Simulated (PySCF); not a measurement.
# GeH6S2Si: the cost of one run

Programs: PySCF 2.14.0, with density-fitted response routines of our own. Each step states its level of theory. These are calculated values for one molecule in the gas phase, unless marked as measured. Atoms are numbered from 0 throughout.

## Step 1: The starting structure

10 atoms, charge 0, multiplicity 1; geometry from: GFN2-xTB. The atoms were then displaced at random by about 0.01 Å, so the start is not that level's minimum.

Bonds of the start (Å): Si0–S1 2.13, S1–Ge2 2.20, Ge2–S3 2.25, Si0–H4 1.47, Si0–H5 1.47, Si0–H6 1.45, Ge2–H7 1.50, Ge2–H8 1.53, S3–H9 1.34.

## Step 2: Optimising the geometry at PBE0-D3(BJ)/def2-SVP

What the job is given:

```
{"job": {"xc": "PBE0", "basis": "def2-SVP", "d3": "d3bj", "grid": 1, "shake": 0.01, "kind": "geom"}, "charge": 0, "multiplicity": 1}
Si    -1.788500     0.638260    -0.120540
S     -0.629770    -0.443050     1.302450
Ge     1.086030    -1.013220     0.041230
S      2.420590     0.717750    -0.484590
H     -2.956770     1.037210     0.671880
H     -1.031560     1.807610    -0.596890
H     -2.124200    -0.249030    -1.218150
H      0.700850    -1.631200    -1.269710
H      1.888140    -2.024060     0.871640
H      2.485610     1.138800     0.781620
```

Command:

```
> OMP_NUM_THREADS=1 python probes_run.py task.json out
```

This one command runs all jobs of the session in turn.

**Question.** How long does this first job take on 1 thread of Arm Neoverse V2, shared host, and how much memory does it need?

About 81 s, with a peak of 0.5 GiB.
